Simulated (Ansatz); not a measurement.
Relaxation of a periodic cell of 22 atoms, H3C18N (surface graphene monolayer, adsorbate NH3), to a largest force component of 0.03 eV/Å in at most 60 steps.

Theory: Ansatz, DFT PBE-D3(BJ), scalar-relativistic, plane waves, PAW. Settings: cutoff 420 eV, k mesh 2x2x1, gaussian smearing 0.02 eV, no spin polarisation.

```xyz
22
Lattice="7.3980 0.0000 0.0000 -3.6990 6.4069 0.0000 0.0000 0.0000 11.0000" Properties=species:S:1:pos:R:3
C 0.000 0.000 1.000
C 1.233 0.712 1.000
C -1.233 2.136 1.000
C 0.000 2.847 1.000
C -2.466 4.271 1.000
C -1.233 4.983 1.000
C 2.466 0.000 1.000
C 3.699 0.712 1.000
C 1.233 2.136 1.000
C 2.466 2.847 1.000
C 0.000 4.271 1.000
C 1.233 4.983 1.000
C 4.932 0.000 1.000
C 6.165 0.712 1.000
C 3.699 2.136 1.000
C 4.932 2.847 1.000
C 2.466 4.271 1.000
C 3.699 4.983 1.000
N 1.233 0.237 2.430
H -1.233 -1.186 1.560
H 2.163 0.129 3.010
H 0.865 1.098 3.010
```

Problem. Where does it end, and by what steps?

Solution. The run converged. Limits of this set-up: coarse k mesh, slab without dipole correction. After 11 steps the energy has fallen by 5.956 eV; H20 moved furthest, 1.19 Å. The start is strongly strained (largest force component 9 eV/Å).

```json
{"step": "0", "energy less start (eV)": "0.0000", "largest force component (eV/Å)": "9.294", "accepted": "yes"}
{"step": "1", "energy less start (eV)": "-2.6374", "largest force component (eV/Å)": "4.408", "accepted": "yes"}
{"step": "2", "energy less start (eV)": "-4.2956", "largest force component (eV/Å)": "1.763", "accepted": "yes"}
{"step": "3", "energy less start (eV)": "-4.9206", "largest force component (eV/Å)": "1.546", "accepted": "yes"}
{"step": "4", "energy less start (eV)": "-5.4263", "largest force component (eV/Å)": "1.370", "accepted": "yes"}
{"step": "5", "energy less start (eV)": "-5.7467", "largest force component (eV/Å)": "0.962", "accepted": "yes"}
{"step": "6", "energy less start (eV)": "-5.9037", "largest force component (eV/Å)": "0.408", "accepted": "yes"}
{"step": "7", "energy less start (eV)": "-5.9339", "largest force component (eV/Å)": "0.688", "accepted": "yes"}
{"step": "8", "energy less start (eV)": "-5.9453", "largest force component (eV/Å)": "0.265", "accepted": "yes"}
{"step": "9", "energy less start (eV)": "-5.9546", "largest force component (eV/Å)": "0.102", "accepted": "yes"}
{"step": "10", "energy less start (eV)": "-5.9557", "largest force component (eV/Å)": "0.045", "accepted": "yes"}
{"step": "11", "energy less start (eV)": "-5.9562", "largest force component (eV/Å)": "0.022", "accepted": "yes"}
```

```xyz
22
Lattice="7.3980 0.0000 0.0000 -3.6990 6.4069 0.0000 0.0000 0.0000 11.0000" Properties=species:S:1:pos:R:3
C 0.008 -0.026 0.933
C 1.260 0.685 1.344
C -1.206 2.114 0.888
C 0.033 2.818 0.866
C -2.449 4.255 0.881
C -1.201 4.976 0.820
C 2.508 -0.033 0.907
C 3.713 0.676 0.820
C 1.253 2.127 0.939
C 2.489 2.795 0.910
C 0.020 4.266 0.796
C 1.226 4.980 0.847
C 4.940 -0.026 0.794
C 6.201 0.687 0.866
C 3.714 2.119 0.879
C 4.948 2.832 0.888
C 2.486 4.254 1.155
C 3.751 4.979 0.910
N 1.262 0.596 2.858
H -1.225 -2.137 2.283
H 2.114 1.045 3.208
H 0.474 1.146 3.216
```

Time of the run: 100 s on 1 thread of Intel(R) Xeon(R) Platinum 8488C (Sapphire Rapids), with other jobs on the host, peak memory 0.67 GiB.
